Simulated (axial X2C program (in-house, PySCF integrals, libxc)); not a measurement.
**Linear WSH at several levels**

The task here is to estimate one member of a computed series from the others.

Computed with an in-house X2C program for linear molecules on PySCF integrals. Level: all-electron X2C, two-component (2c) or spin-free, W dyall-v3z, S dyall-av3z, H dyall-v3z.

All values are calculated.

2 further runs of the same task are left out: 2 set aside as unsound or not needed.

Set-up of the first run:

Input file task.json:

```json
{
 "zs": [
  74,
  16,
  1
 ],
 "q": 0,
 "bas": [
  "dyall-v3z",
  "dyall-av3z",
  "dyall-v3z"
 ],
 "r0": [
  2.4,
  1.34
 ],
 "symm": 0,
 "scan": [
  "PBE0",
  "HF",
  "BHandHLYP"
 ],
 "levels": [
  "PBE0",
  "HF",
  "TPSSh"
 ],
 "nst": 2
}
```

Keys: zs atomic numbers; q charge; bas basis sets; r0 starting distance in Å; symm equal bonds; scan levels of the two-bond scan (MP2 follows by itself at each HF point); levels methods; nst determinants followed.

The run is started by

```bash
python solin.py task.json out
```

Masses W 183.951, S 31.972, H 1.008 u.

Steps of the session up to this table: Scan at PBE0, 2c; Scan at HF, 2c; Scan at BHandHLYP, 2c.

One table of the session follows, with a row left open; its other results are not shown here.

```
               level  r(W–S) (Å)  r(S–H) (Å)  lower stretch (cm⁻¹)  upper stretch (cm⁻¹)
            PBE0, 2c       2.275       1.329                 378.2                2817.9
              HF, 2c       2.384       1.316                 323.5                2940.7
       BHandHLYP, 2c       2.305       1.320                 363.3                2867.2
             MP2, 2c       2.301       1.325                 369.2                2853.6
     PBE0, spin-free       2.278       1.328                 378.8                2823.8
       HF, spin-free       2.386       1.316                 322.6                2943.2
BHandHLYP, spin-free       2.310       1.319                 364.7                2875.7
      MP2, spin-free           ?           ?                     ?                     ?
```

Q: Estimate the row for MP2, spin-free from the others.

The run gave: r(W–S) (Å): 2.304; r(S–H) (Å): 1.324; lower stretch (cm⁻¹): 369.5; upper stretch (cm⁻¹): 2857.5. In the column «r(W–S) (Å)» it lies between MP2, 2c (2.301) and BHandHLYP, 2c (2.305).

Scans not shown above were run alike.

MP2 freezes inner shells (threshold -2 hartree). The molecule was held linear; bending was not examined, so a bent shape may lie lower. Note: several unpaired electrons, one determinant need not be a pure state.
